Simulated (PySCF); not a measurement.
**C₂H₈OSi: a look at the electrons**

For C₂H₈OSi, the scripts below analyse its density (charges, bond critical points, surface potential) and compute its lowest excited states.

Program: PySCF 2.14.0. Level of theory: levels as typed in each script, gas phase, geometry from GFN2-xTB. These are calculated values, not measurements.

### Step 1. The starting structure

SMILES `CC[SiH2]O`, 12 atoms, charge 0, spin multiplicity 1.

Bond lengths: C1–C2 1.527 Å, C1–H5 1.089 Å, C1–H6 1.088 Å, C1–H7 1.089 Å, C2–Si3 1.906 Å, C2–H8 1.090 Å, C2–H9 1.092 Å, Si3–O4 1.627 Å, Si3–H10 1.467 Å, Si3–H11 1.456 Å, O4–H12 0.953 Å. Angles: C2–C1–H5 111.0°, C2–C1–H6 110.8°, C2–C1–H7 110.9°, H5–C1–H6 108.1°, H5–C1–H7 107.8°, H6–C1–H7 108.2°, C1–C2–Si3 113.5°, C1–C2–H8 108.7°, C1–C2–H9 108.7°, Si3–C2–H8 109.5°, Si3–C2–H9 109.9°, H8–C2–H9 106.2°, C2–Si3–O4 111.8°, C2–Si3–H10 108.4°, C2–Si3–H11 111.9°, O4–Si3–H10 110.0°, O4–Si3–H11 101.4°, H10–Si3–H11 113.2° and more.

Coordinates:

```xyz
12
C2H8OSi
C    -1.90333    0.53388    0.19110
C    -1.02934   -0.56959   -0.40048
Si    0.78317   -0.50024    0.18560
O     1.50077    0.89981   -0.23061
H    -2.93580    0.43349   -0.14119
H    -1.89343    0.49320    1.27871
H    -1.54891    1.51683   -0.11641
H    -1.46063   -1.53616   -0.13858
H    -1.07008   -0.50326   -1.48969
H     0.80537   -0.66063    1.64398
H     1.61637   -1.46986   -0.51061
H     1.11260    1.74554   -0.02345
```

### Step 2. Density, bond paths and surface potential (wB97X/6-311g**)

File input.py:

```python
import numpy as np
from pyscf import gto, scf, dft
from pyscf.scf import atom_ks, atom_hf
from scipy.linalg import block_diag

def solve(mol, dm0=None, hcore=None):
    mf = (dft.UKS if mol.spin else dft.RKS)(mol, xc='wb97x')
    mf.grids.level = 3
    mf = mf.density_fit(auxbasis='def2-universal-jkfit')
    mf.conv_tol, mf.max_cycle = 1e-8, 80
    if hcore is not None:
        mf.get_hcore = lambda *args: hcore
    mf.kernel(dm0)
    if not mf.converged:
        mf = mf.newton().run(mf.mo_coeff, mf.mo_occ, max_cycle=30)
    assert mf.converged, 'SCF not converged'
    return mf

mol = gto.M(atom='''
C     -1.90333     0.53388     0.19110
C     -1.02934    -0.56959    -0.40048
Si     0.78317    -0.50024     0.18560
O      1.50077     0.89981    -0.23061
H     -2.93580     0.43349    -0.14119
H     -1.89343     0.49320     1.27871
H     -1.54891     1.51683    -0.11641
H     -1.46063    -1.53616    -0.13858
H     -1.07008    -0.50326    -1.48969
H      0.80537    -0.66063     1.64398
H      1.61637    -1.46986    -0.51061
H      1.11260     1.74554    -0.02345
''', basis='6-311g**', charge=0, spin=0, verbose=4)
mf = solve(mol)
mf.analyze()
# spherically averaged free atoms, for the promolecule
atm = atom_ks.get_atm_nrks(mol, xc='wb97x')
pro = block_diag(*[(atm[a[0]][2] * atm[a[0]][3]) @ atm[a[0]][2].T for a in mol._atom])
np.savez('result.npz', e=mf.e_tot, c=mf.mo_coeff, occ=mf.mo_occ, eps=mf.mo_energy, pro=pro, dip=mf.dip_moment(verbose=0), s2=mf.spin_square()[0])
```

Launch:

```console
OMP_NUM_THREADS=1 python input.py
```

### Step 4. Excited states (HF/6-31+g*)

File input.py:

```python
import numpy as np
from pyscf import gto, scf, dft, tdscf
from pyscf.scf import atom_ks, atom_hf
from scipy.linalg import block_diag

def solve(mol, dm0=None, hcore=None):
    mf = scf.UHF(mol) if mol.spin else scf.RHF(mol)
    mf = mf.density_fit(auxbasis='def2-universal-jkfit')
    mf.conv_tol, mf.max_cycle = 1e-8, 80
    if hcore is not None:
        mf.get_hcore = lambda *args: hcore
    mf.kernel(dm0)
    if not mf.converged:
        mf = mf.newton().run(mf.mo_coeff, mf.mo_occ, max_cycle=30)
    assert mf.converged, 'SCF not converged'
    return mf

mol = gto.M(atom='''
C     -1.90333     0.53388     0.19110
C     -1.02934    -0.56959    -0.40048
Si     0.78317    -0.50024     0.18560
O      1.50077     0.89981    -0.23061
H     -2.93580     0.43349    -0.14119
H     -1.89343     0.49320     1.27871
H     -1.54891     1.51683    -0.11641
H     -1.46063    -1.53616    -0.13858
H     -1.07008    -0.50326    -1.48969
H      0.80537    -0.66063     1.64398
H      1.61637    -1.46986    -0.51061
H      1.11260     1.74554    -0.02345
''', basis='6-31+g*', charge=0, spin=0, verbose=4)
mf = solve(mol)
td = mf.TDA()
td.nstates, td.singlet, td.conv_tol = 5, True, 1e-5
td.kernel()
td.analyze()
x, y = np.array([p[0] for p in td.xy]), np.array([p[1] + 0 * p[0] for p in td.xy])
f, mu = td.oscillator_strength(), td.transition_dipole()
nto = [td.get_nto(state=i + 1, verbose=4) for i in range(len(td.e))]
# spherically averaged free atoms, for the promolecule
atm = scf.atom_hf.get_atm_nrhf(mol)
pro = block_diag(*[(atm[a[0]][2] * atm[a[0]][3]) @ atm[a[0]][2].T for a in mol._atom])
np.savez('result.npz', e=td.e, f=f, ok=td.converged, w=[n[0] for n in nto], nto=[n[1] for n in nto], x=x, y=y, c=mf.mo_coeff, occ=mf.mo_occ, eps=mf.mo_energy, pro=pro, mu=mu)
```

(Steps that only read results are left out.)

What does the calculation give? Wanted: dipole moment; HOMO, LUMO; lowest singlet excitation.

**Answer**, as computed:

```
                              quantity            value
        dipole moment (wB97X/6-311g**)           1.83 D
           HOMO, LUMO (wB97X/6-311g**)  -10.42, 2.53 eV
lowest singlet excitation (HF/6-31+g*)          8.38 eV
```

**Reading.** At wB97X/6-311g**: The highest Hirshfeld charge is on Si3 (+0.42 e), the lowest on O4 (−0.32 e). All values hold at the given geometry, in the gas phase.
